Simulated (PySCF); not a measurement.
# The bond of AsF+, level by level

One job finds the state of AsF+, follows it along the bond with each method and fits the curves.

Program: PySCF 2.14.0. Level of theory: As def2-TZVPPD, F def2-TZVPPD, no relativity. These are calculated values, not measurements.

## (1) Set-up

The job is set up so:

- atoms: As, F
- charge: 1
- basis: As def2-TZVPPD, F def2-TZVPPD
- Hamiltonian: no relativity
- basis functions: 94
- electrons treated: 41
- masses in u: 74.9216, 18.9984
- levels: PBE0, PBE, r²SCAN, MN15, TPSS, r²SCAN0, TPSSh, LDA, CAM-B3LYP, HF, MP2, SCS-MP2, CCSD, CCSD(T)
- grid: 80 radial by 434 angular points
- occupations: held fixed by the projection of orbital angular momentum
- dissociation limit: As+ + F, each in its ground configuration
- starting distance in angstrom: 1.890
- values of 2S to try: 1, 3

On the command line:

```bash
OMP_NUM_THREADS=2 python dia.py task.json out
```

After this run come: PBE0 along the bond; Excited determinants; PBE (GGA); r²SCAN (meta-GGA); MN15; TPSS; r²SCAN0 (hybrid meta-GGA); TPSSh; LDA; CAM-B3LYP (range-separated hybrid); UHF (mean field); MP2 and coupled cluster.

Q: Predict the outcome of this session. Wanted: for each run, Re; ωe; De; μ.

The runs gave:

Lowest PBE0 solution found, without spin–orbit coupling: ²Π (doublet), unpaired electrons π ↑. The other levels ran on it alone.

| level | Re (Å) | ωe (cm⁻¹) | De (eV) | μ (D) |
| --- | --- | --- | --- | --- |
| UHF | 1.632 | 905 | 2.57 | -2.48 |
| UHF-MP2 | 1.661 | 842 | 4.81 | n/a |
| UHF-SCS-MP2 | 1.662 | 839 | 4.62 | n/a |
| UHF-CCSD | 1.655 | 854 | 4.34 | n/a |
| UHF-CCSD(T) | 1.663 | 832 | 4.55 | n/a |
| LDA | 1.663 | 822 | 6.13 | -1.97 |
| PBE | 1.687 | 785 | 5.16 | -2.06 |
| TPSS | 1.680 | 799 | 4.97 | -2.04 |
| r²SCAN | 1.665 | 827 | 4.89 | -2.03 |
| TPSSh | 1.670 | 820 | 4.79 | -2.10 |
| PBE0 | 1.660 | 839 | 4.68 | -2.18 |
| r²SCAN0 | 1.648 | 863 | 4.49 | -2.16 |
| MN15 | 1.652 | 860 | 4.76 | -2.18 |
| CAM-B3LYP | 1.660 | 844 | 4.78 | -2.27 |

De is counted to As+ + F in their ground configurations. A positive dipole points from As to F; in an ion it is taken about the centre of mass and does not tell which atom is negative.

Differences from CCSD(T) in the same basis:

| level | Re (mÅ) | ωe (%) |
| --- | --- | --- |
| UHF | -31 | +8.8 |
| UHF-MP2 | -2 | +1.2 |
| UHF-SCS-MP2 | -1 | +0.8 |
| UHF-CCSD | -8 | +2.7 |
| LDA | 0 | -1.2 |
| PBE | +24 | -5.6 |
| TPSS | +17 | -4.0 |
| r²SCAN | +2 | -0.6 |
| TPSSh | +7 | -1.5 |
| PBE0 | -3 | +0.9 |
| r²SCAN0 | -15 | +3.7 |
| MN15 | -11 | +3.3 |
| CAM-B3LYP | -3 | +1.5 |

Against CCSD(T) in the same basis, the bond length is nearest at LDA (0 mÅ) and farthest at UHF (-31 mÅ); the wavenumber is nearest at r²SCAN (-0.6 %) and farthest at UHF (+8.8 %). Hartree–Fock makes the bond too short and too stiff against this reference, as it mostly does. PBE gives a bond that is too long and too soft, as GGAs tend to. Among the levels with a De in the table, it runs from 2.57 eV (UHF) to 6.13 eV (LDA).

Correlated steps freeze 10 core orbitals. At some levels the lowest empty orbital lies below the highest filled one (the two can be of opposite spin).
